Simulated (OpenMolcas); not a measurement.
**BBr2Cl (dibromo(chloro)borane): S12h/ANO-RCC-VTZP (DKH1)**

Aim: the energy change on altering one bond length of BBr2Cl (dibromo(chloro)borane) at S12h/ANO-RCC-VTZP (DKH1), from 2 runs. 

The results are computed with OpenMolcas 26.06.

### 1 The system as given

The species is BBr2Cl (4 atoms), meant as a singlet with charge 0. SMILES: `ClB(Br)Br`. The shape is that of a PBE0-D4/def2-TZVP optimisation.

Bond lengths: Cl1–B2 1.732 Å, B2–Br3 1.899 Å, B2–Br4 1.899 Å. Angles: Cl1–B2–Br3 120.0°, Cl1–B2–Br4 120.0°, Br3–B2–Br4 119.9°.

### 2 A single-point energy at S12h/ANO-RCC-VTZP (DKH1)

struct.xyz reads:

```xyz
4

Cl    -0.203300    -1.644940     0.633550
B     -0.004820    -0.039040     0.015030
Br     1.283490     1.123730     0.785650
Br    -1.075360     0.560270    -1.434250
```

job.inp reads:

```
* BBr2Cl Kohn-Sham DFT
>>> EXPORT MOLCAS_PRINT=2
&GATEWAY
Coord = struct.xyz
Basis = ANO-RCC-VTZP
Group = NoSym
&SEWARD
Relativistic = R01O00
Expert
&SCF
KSDFT = S12H
PrOrbitals = 0
```

Launch:

```console
$ export MOLCAS_MEM=1860
$ pymolcas job.inp > job.log
```

The program printed:

```text
--- Start Module: gateway ---
[...]
--- Stop Module: gateway /rc=_RC_ALL_IS_WELL_ ---
--- Start Module: seward ---
[...]
 ###    WARNING:  EXPERT option is ON!                                       ###
 ###############################################################################
               SEWARD will generate:
[...]
      Basis functions          150
--- Stop Module: seward /rc=_RC_ALL_IS_WELL_ ---
[...]
--- Start Module: scf ---
[...]
       Convergence after  11 Iterations
[...]
::    Total KS-DFT energy                           -5713.8325045211
[...]
      Total spin, S                                     0.0000000000
[...]
      Total electronic charge=   92.000000
      Total            charge=   -0.000000
[...]
      Dipole Moment (debye):
      Origin of the operator (angstrom)=    0.0454    0.3677   -0.1416
                   X=  7.2758E-03               Y=  5.8810E-02               Z= -2.2646E-02           Total=  6.3438E-02
      Quadrupole Moment (debye*angstrom):
[...]
--- Stop Module: scf /rc=_RC_ALL_IS_WELL_ ---
[...]
```

Run time: 71 s. Hardware: 1 thread of Arm Neoverse V2, shared host; peak memory 0.99 GiB.

### 3 The distorted shape, same level

struct.xyz reads:

```xyz
4

Cl    -0.332107    -1.761195     0.556502
B     -0.133627    -0.155295    -0.062018
Br     1.283490     1.123730     0.785650
Br    -1.204167     0.444015    -1.511298
```

job.input reads:

```
&GATEWAY
 Coord=struct.xyz
 Basis=ANO-RCC-VTZP
 Group=NoSym

&SEWARD
 Relativistic=R01O00
 Expert

&SCF
 KSDFT=S12H
 PrOrbitals=0
```

Launch:

```console
$ export MOLCAS_MEM=1860
$ pymolcas job.input > job.log
```

The program printed:

```text
--- Start Module: gateway ---
[...]
--- Stop Module: gateway /rc=_RC_ALL_IS_WELL_ ---
--- Start Module: seward ---
[...]
 ###    WARNING:  EXPERT option is ON!                                       ###
 ###############################################################################
               SEWARD will generate:
[...]
      Basis functions          150
--- Stop Module: seward /rc=_RC_ALL_IS_WELL_ ---
[...]
--- Start Module: scf ---
[...]
       Convergence after  11 Iterations
[...]
::    Total KS-DFT energy                           -5713.8226456084
[...]
      Total spin, S                                     0.0000000000
[...]
      Total electronic charge=   92.000000
      Total            charge=   -0.000000
[...]
      Dipole Moment (debye):
      Origin of the operator (angstrom)=   -0.0335    0.2965   -0.1888
                   X= -6.2196E-01               Y= -4.6271E-01               Z= -4.2301E-01           Total=  8.8310E-01
      Quadrupole Moment (debye*angstrom):
[...]
--- Stop Module: scf /rc=_RC_ALL_IS_WELL_ ---
[...]
```

It took 70 s on 1 thread of Arm Neoverse V2, shared host; peak memory 0.99 GiB.

### 4 Summary of results

At S12h/ANO-RCC-VTZP (DKH1):

| quantity | value |
| --- | --- |
| first shape: total energy | -5713.83250 Eh |
| first shape: dipole moment | 0.06 D |
| first shape: HOMO energy | -8.42 eV |
| first shape: LUMO energy | -1.95 eV |
| first shape: HOMO–LUMO gap | 6.46 eV |
| distorted shape: total energy | -5713.82265 Eh |
| distorted shape: dipole moment | 0.88 D |
| distorted shape: HOMO energy | -8.40 eV |
| distorted shape: LUMO energy | -2.18 eV |
| distorted shape: HOMO–LUMO gap | 6.22 eV |
| energy change with the B2–Br3 bond stretched from 1.899 to 2.089 Å | 0.268 eV |

In words: With the B2–Br3 bond stretched from 1.899 to 2.089 Å the energy rises by 0.27 eV (6.2 kcal/mol). The first shape isn't relaxed at this level, so the change isn't measured from a minimum.
